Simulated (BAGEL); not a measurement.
# C2H5FSi (SMILES F/C=C\[SiH3]) at RI-MP2/cc-pVDZ (density fitting with qzvpp-jkfit)

Aim: the energy change on altering one bond length of C2H5FSi at RI-MP2/cc-pVDZ (density fitting with qzvpp-jkfit), from 2 runs. 

The results are computed with BAGEL 1.2.2.

### Step 1. Starting point

C2H5FSi: 9 atoms, total charge 0, spin state singlet. SMILES: `F/C=C\[SiH3]`. The coordinates come from a GFN2-xTB relaxation.

Bond lengths: F1–C2 1.346 Å, C2–C3 1.319 Å, C3–Si4 1.886 Å, C2–H5 1.083 Å, C3–H6 1.080 Å, Si4–H7 1.458 Å, Si4–H8 1.466 Å, Si4–H9 1.466 Å. Some angles: F1–C2–C3 122.4°, C2–C3–Si4 125.4°, F1–C2–H5 110.7°, C3–C2–H5 126.9°, C2–C3–H6 116.0°, Si4–C3–H6 118.6°, C3–Si4–H7 110.5°, C3–Si4–H8 107.2°, C3–Si4–H9 107.3°, H7–Si4–H8 111.0°.

### Step 2. The energy at RI-MP2/cc-pVDZ (density fitting with qzvpp-jkfit)

input.json

```json
{ "bagel" : [

{
  "title" : "molecule",
  "basis" : "cc-pvdz.json",
  "df_basis" : "qzvpp-jkfit",
  "angstrom" : true,
  "geometry" : [
    { "atom" : "F", "xyz" : [   -0.363650,    0.881310,   -1.895510 ] },
    { "atom" : "C", "xyz" : [    0.640970,    0.977740,   -1.005370 ] },
    { "atom" : "C", "xyz" : [    0.640900,    0.314300,    0.134320 ] },
    { "atom" : "Si", "xyz" : [   -0.717410,   -0.857350,    0.716930 ] },
    { "atom" : "H", "xyz" : [    1.406220,    1.655860,   -1.363830 ] },
    { "atom" : "H", "xyz" : [    1.498580,    0.468560,    0.772100 ] },
    { "atom" : "H", "xyz" : [   -1.776080,   -0.946660,   -0.281530 ] },
    { "atom" : "H", "xyz" : [   -0.094650,   -2.165590,    0.940680 ] },
    { "atom" : "H", "xyz" : [   -1.234880,   -0.328170,    1.982210 ] }
  ]
},
{ "title" : "hf" },
{ "title" : "mp2", "ncore" : 8 }

]}
```

The basis set cc-pVDZ is read from a file made from the Basis Set Exchange's data (not shown).

The run is started by

```sh
BAGEL_NUM_THREADS=1 BAGEL input.json > input.out
```

The log of the run:

```text
* using 1 threads per process

  ===============================================================
  ===============================================================

  *** Geometry ***

  { "atom" : "F", "xyz" : [     -0.687199,      1.665435,     -3.581995 ] },
  { "atom" : "C", "xyz" : [      1.211258,      1.847661,     -1.899874 ] },
  { "atom" : "C", "xyz" : [      1.211125,      0.593941,      0.253828 ] },
  { "atom" : "Si", "xyz" : [     -1.355708,     -1.620157,      1.354801 ] },
  { "atom" : "H", "xyz" : [      2.657371,      3.129122,     -2.577265 ] },
  { "atom" : "H", "xyz" : [      2.831906,      0.885450,      1.459058 ] },
  { "atom" : "H", "xyz" : [     -3.356305,     -1.788928,     -0.532015 ] },
  { "atom" : "H", "xyz" : [     -0.178863,     -4.092372,      1.777628 ] },
  { "atom" : "H", "xyz" : [     -2.333585,     -0.620151,      3.745834 ] },

  Number of auxiliary basis functions:      445

  Since a DF basis is specified, we compute 2- and 3-index integrals:
    o Being stored without compression. Storage requirement is 0.026 GB

  Number of basis functions:       85
  Number of electrons      :       40

    * METHOD: MOLECULE                             0.21

  *** RHF ***

  === Nuclear Repulsion ===
   152.7080040210

      * DIIS with orbital gradients will be used.

  === RHF iteration (cc-pvdz.json) ===
      0       -466.84772585          0.01282580           0.05
      1       -466.95992983          0.00707116           0.04
      2       -466.98915803          0.00153202           0.04
      3       -466.99121861          0.00042030           0.04
      4       -466.99133143          0.00010845           0.05
      5       -466.99134636          0.00003714           0.04
      6       -466.99134863          0.00002139           0.05
      7       -466.99134907          0.00000560           0.05
      8       -466.99134912          0.00000190           0.05
      9       -466.99134912          0.00000092           0.05
     10       -466.99134912          0.00000021           0.05
     11       -466.99134912          0.00000008           0.04
     12       -466.99134912          0.00000004           0.05
     13       -466.99134912          0.00000002           0.05
     14       -466.99134912          0.00000000           0.05
    * SCF iteration converged.

    * Permanent dipole moment:
           (   -0.528928,    -0.162089,    -0.276375) a.u.

    * METHOD: HF                                   0.84

  *** RHF ***

  === Nuclear Repulsion ===
   152.7080040210

      * DIIS with orbital gradients will be used.

  === RHF iteration (cc-pvdz.json) ===
      0       -466.99134912          0.00000000           0.04
    * SCF iteration converged.

    * Permanent dipole moment:
           (   -0.528928,    -0.162089,    -0.276375) a.u.

  === DF-MP2 calculation ===

    * freezing 8 orbitals
    * 3-index integral transformation done
    * assembly done

      MP2 correlation energy:   -0.5508799751      0.03

      MP2 total energy:       -467.5422290976

    * METHOD: MP2                                  0.13

  ===============================================================
```

It took 1.4 s on 1 thread of AMD EPYC 7B13 (Zen 3), shared host; peak memory 0.11 GiB.

### Step 3. The distorted shape at the same level

mp2.json

```json
{ "bagel" : [

{
  "title" : "molecule",
  "basis" : "cc-pvdz.json",
  "df_basis" : "qzvpp-jkfit",
  "angstrom" : true,
  "geometry" : [
    { "atom" : "F", "xyz" : [   -0.975864,    0.338801,   -1.608735 ] },
    { "atom" : "C", "xyz" : [    0.028756,    0.435231,   -0.718595 ] },
    { "atom" : "C", "xyz" : [    0.028686,   -0.228209,    0.421095 ] },
    { "atom" : "Si", "xyz" : [   -1.329624,   -1.399859,    1.003705 ] },
    { "atom" : "H", "xyz" : [    1.406220,    1.655860,   -1.363830 ] },
    { "atom" : "H", "xyz" : [    0.886366,   -0.073949,    1.058875 ] },
    { "atom" : "H", "xyz" : [   -2.388294,   -1.489169,    0.005245 ] },
    { "atom" : "H", "xyz" : [   -0.706864,   -2.708099,    1.227455 ] },
    { "atom" : "H", "xyz" : [   -1.847094,   -0.870679,    2.268985 ] }
  ]
},
{ "title" : "hf" },
{ "title" : "mp2", "ncore" : 8 }

]}
```

The basis set cc-pVDZ is read from a file made from the Basis Set Exchange's data (not shown).

The run is started by

```sh
BAGEL_NUM_THREADS=1 BAGEL mp2.json > mp2.out
```

The log of the run:

```text
* using 1 threads per process

  ===============================================================
  ===============================================================

  *** Geometry ***

  { "atom" : "F", "xyz" : [     -1.844116,      0.640241,     -3.040069 ] },
  { "atom" : "C", "xyz" : [      0.054341,      0.822467,     -1.357948 ] },
  { "atom" : "C", "xyz" : [      0.054209,     -0.431253,      0.795754 ] },
  { "atom" : "Si", "xyz" : [     -2.512625,     -2.645350,      1.896728 ] },
  { "atom" : "H", "xyz" : [      2.657371,      3.129122,     -2.577265 ] },
  { "atom" : "H", "xyz" : [      1.674989,     -0.139743,      2.000984 ] },
  { "atom" : "H", "xyz" : [     -4.513222,     -2.814122,      0.009912 ] },
  { "atom" : "H", "xyz" : [     -1.335779,     -5.117565,      2.319554 ] },
  { "atom" : "H", "xyz" : [     -3.490502,     -1.645345,      4.287760 ] },

  Number of auxiliary basis functions:      445

  Since a DF basis is specified, we compute 2- and 3-index integrals:
    o Being stored without compression. Storage requirement is 0.026 GB

  Number of basis functions:       85
  Number of electrons      :       40

    * METHOD: MOLECULE                             0.21

  *** RHF ***

  === Nuclear Repulsion ===
   149.9431453573

      * DIIS with orbital gradients will be used.

  === RHF iteration (cc-pvdz.json) ===
      0       -466.66523646          0.01385950           0.05
      1       -466.78975616          0.00831692           0.05
      2       -466.83219238          0.00176254           0.05
      3       -466.83553203          0.00069864           0.05
      4       -466.83593949          0.00022417           0.05
      5       -466.83603578          0.00008177           0.05
      6       -466.83604870          0.00002352           0.05
      7       -466.83604938          0.00000993           0.05
      8       -466.83604950          0.00000246           0.05
      9       -466.83604951          0.00000071           0.05
     10       -466.83604951          0.00000030           0.05
     11       -466.83604951          0.00000007           0.05
     12       -466.83604951          0.00000003           0.05
     13       -466.83604951          0.00000001           0.05
     14       -466.83604951          0.00000000           0.05
    * SCF iteration converged.

    * Permanent dipole moment:
           (   -0.264196,     0.104895,    -0.456520) a.u.

    * METHOD: HF                                   0.87

  *** RHF ***

  === Nuclear Repulsion ===
   149.9431453573

      * DIIS with orbital gradients will be used.

  === RHF iteration (cc-pvdz.json) ===
      0       -466.83604951          0.00000000           0.04
    * SCF iteration converged.

    * Permanent dipole moment:
           (   -0.264196,     0.104895,    -0.456520) a.u.

  === DF-MP2 calculation ===

    * freezing 8 orbitals
    * 3-index integral transformation done
    * assembly done

      MP2 correlation energy:   -0.5748576257      0.03

      MP2 total energy:       -467.4109071320

    * METHOD: MP2                                  0.14

  ===============================================================
```

It took 1.4 s on 1 thread of AMD EPYC 7B13 (Zen 3), shared host; peak memory 0.11 GiB.

### Step 4. Outcome

At RI-MP2/cc-pVDZ (density fitting with qzvpp-jkfit), 8 core orbitals frozen:

```
                                                         quantity          value
                                        first shape: total energy  -467.54223 Eh
         first shape: correlation energy (8 core orbitals frozen)     -550.9 mEh
                                    distorted shape: total energy  -467.41091 Eh
     distorted shape: correlation energy (8 core orbitals frozen)     -574.9 mEh
energy change with the C2–H5 bond stretched from 1.083 to 1.950 Å       3.573 eV
```

One bond (distorted shape) is far stretched, which a spin-restricted single reference describes badly; perturbation theory on it can break down and give far too much correlation. With the C2–H5 bond stretched from 1.083 to 1.950 Å the energy rises by 3.57 eV (82 kcal/mol). The first shape isn't relaxed at this level, so the change isn't measured from a minimum. A restricted reference can't describe the breaking bond well at this length.
